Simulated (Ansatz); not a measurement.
What does this script print? It uses Ansatz 0.2.0 through its Python package.

`bde.py`:
```python
# -*- coding: utf-8 -*-
from dataclasses import dataclass

import ansatz as az


@dataclass(frozen=True)
class RunConfig:
    basis_set: str = "6-31G*"
    functional: str = "pbe0"


settings = RunConfig()


def energy_of(molecule, charge=0, unpaired=0):
    calc = (
        molecule.calculation()
        .basis(gaussian=settings.basis_set)
        .functional(settings.functional)
    )
    if charge:
        calc = calc.charge(charge)
    if unpaired:
        calc = calc.spin("collinear", total=unpaired)
    report = calc.run(threads=1, backend="cpu").report
    if report["published_state_doubts"]:
        print("  doubts:", report["published_state_doubts"])
    return report["free_energy_ev"]

GEOMETRY = """
Si   -1.92520    0.47160    0.68620
B    -0.09060    0.48990    0.22400
N     1.00900   -0.50760    0.61970
Ge    2.01920   -0.31210   -0.91920
O     0.63320    0.81580   -1.08610
H    -2.13130    0.37140    2.12600
H    -2.62520   -0.58630   -0.01510
H    -2.52220    1.81410    0.24640
H     0.62270   -1.44740    0.66420
H     1.77220   -1.54410   -1.82900
H     3.30350    0.37770   -0.69650
"""

def without(molecule, index):
    rest = az.Crystal.molecule()
    for i, site in enumerate(molecule.cartesian_sites):
        if i != index:
            rest = rest.atom(site.symbol, site.position_ang)
    return rest


def main():
    geometry = az.Crystal.molecule()
    for line in GEOMETRY.strip().splitlines():
        symbol, *xyz = line.split()
        geometry = geometry.atom(symbol, [float(v) for v in xyz])

    whole = energy_of(geometry, 0)
    hydrogen = energy_of(az.Crystal.molecule().atom("H", (0, 0, 0)), 0, 1)
    print(f"E(molecule) = {whole:.5f} eV, E(H) = {hydrogen:.5f} eV")
    for index in [7, 8, 10]:
        radical = energy_of(without(geometry, index), 0, 1)
        print(f"H{index}: homolysis {(radical + hydrogen - whole):.3f} eV")
        anion = energy_of(without(geometry, index), -1)
        print(f"H{index}: loss of a proton {(anion - whole):.3f} eV")


if __name__ == "__main__":
    main()
```

```console
$ python bde.py
E(molecule) = -68683.18574 eV, E(H) = -13.58146 eV
H7: homolysis 3.827 eV
H7: loss of a proton 16.585 eV
H8: homolysis 4.420 eV
H8: loss of a proton 16.903 eV
H10: homolysis 3.515 eV
H10: loss of a proton 15.526 eV
```

Caveats:
- Total energies depend on the basis set; only differences at equal settings carry meaning.
- The geometry is a force-field or estimated start, not a minimum of this method, and the basis set is short of its limit. All parts are taken at fixed geometry, without zero-point energy.
- Anions want diffuse functions, which this basis lacks.
- The whole script took 67 s on 1 thread of Arm Neoverse V1 (shared host), peak memory 0.43 GiB.

(A comment or docstring line of the script was reworded after the run, the code is as it ran; lines on the test bed's own set-up are left out of the output.)
